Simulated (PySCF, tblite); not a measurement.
**C6H2F3N3: geometry, infrared bands and NMR shifts**

Wanted: the infrared bands and NMR shifts of C6H2F3N3 (`FC(F)(F)C#Cc1ncncn1`), by calculation.

Programs: tblite 0.8.0 and PySCF 2.14.0, with density-fitted response routines of our own. Each step states its level of theory. These are calculated values for one molecule in the gas phase, unless marked as measured. Atoms count from 0, in the outputs and in this text.

### 1 The starting structure

14 atoms, charge 0, multiplicity 1; geometry from: force field or distance geometry start.

Bonds of the start (Å): F0–C1 1.38, C1–F2 1.38, C1–F3 1.38, C1–C4 1.48, C4–C5 1.21, C5–C6 1.43, C6–N7 1.36, N7–C8 1.36, C8–N9 1.35, N9–C10 1.34, C10–N11 1.36, N11–C6 1.36, C8–H12 1.08, C10–H13 1.09.

### 2 Geometry optimisation with GFN2-xTB

Job settings and geometry (Å):

```
{"job": {"kind": "relax", "xc": "GFN2-xTB", "basis": "xTB"}, "charge": 0, "multiplicity": 1}
F      4.047900     0.650400    -0.483900
C      3.476900    -0.393200     0.211200
F      3.732100    -1.604100    -0.397400
F      3.995500    -0.485800     1.491400
C      2.002600    -0.275700     0.255300
C      0.797100    -0.156700     0.273500
C     -0.626400     0.001200     0.310600
N     -1.109500     1.270600     0.375700
C     -2.444800     1.500900     0.411600
N     -3.283100     0.448900     0.395500
C     -2.813100    -0.803900     0.333400
N     -1.478200    -1.059500     0.297100
H     -2.764000     2.529300     0.464700
H     -3.533700    -1.622800     0.319200
```

On the command line:

```console
$ OMP_NUM_THREADS=1 python probes_run.py task.json out
```

The driver reads the jobs from task.json and runs them one after another.

**Question.** This job is followed by: GFN2-xTB harmonic vibrations, gas phase; GIAO PBE0/pcSseg-1 NMR shielding, non-relativistic, gas phase. Predict these results of the whole session: strongest single infrared mode (GFN2-xTB); zero-point energy (GFN2-xTB); 13C shifts against TMS (PBE0/pcSseg-1, means over atoms taken as alike); 1H shifts against TMS (PBE0/pcSseg-1, means over atoms taken as alike); 19F shifts against CFCl3 (PBE0/pcSseg-1, means over atoms taken as alike); 15N shifts against NH3 (PBE0/pcSseg-1, means over atoms taken as alike).

The runs gave:

| quantity | value |
| --- | --- |
| strongest single infrared mode (GFN2-xTB) | 1043 cm⁻¹, 332 km/mol |
| zero-point energy (GFN2-xTB) | 47.0 kcal/mol |
| 13C shifts against TMS (PBE0/pcSseg-1, means over atoms taken as alike) | 173.0, 164.1, 123.9, 90.0, 84.6 ppm |
| 1H shifts against TMS (PBE0/pcSseg-1, means over atoms taken as alike) | 9.55 ppm |
| 19F shifts against CFCl3 (PBE0/pcSseg-1, means over atoms taken as alike) | -63.5 ppm |
| 15N shifts against NH3 (PBE0/pcSseg-1, means over atoms taken as alike) | 326.7, 323.2 ppm |

**Reading.** Relaxing lowered the energy by 0.579 eV in 47 steps; the close pair that moved most is C1–F3, from 1.384 to 1.340 Å. No mode is imaginary among the 36: a minimum at this level. GFN2-xTB is a fitted tight-binding method: band positions and strengths are rough. Its intensities can rank the bands wrongly. NICS(1)zz of -25 ppm above the planar ring from C6 marks a diatropic (aromatic) ring current.
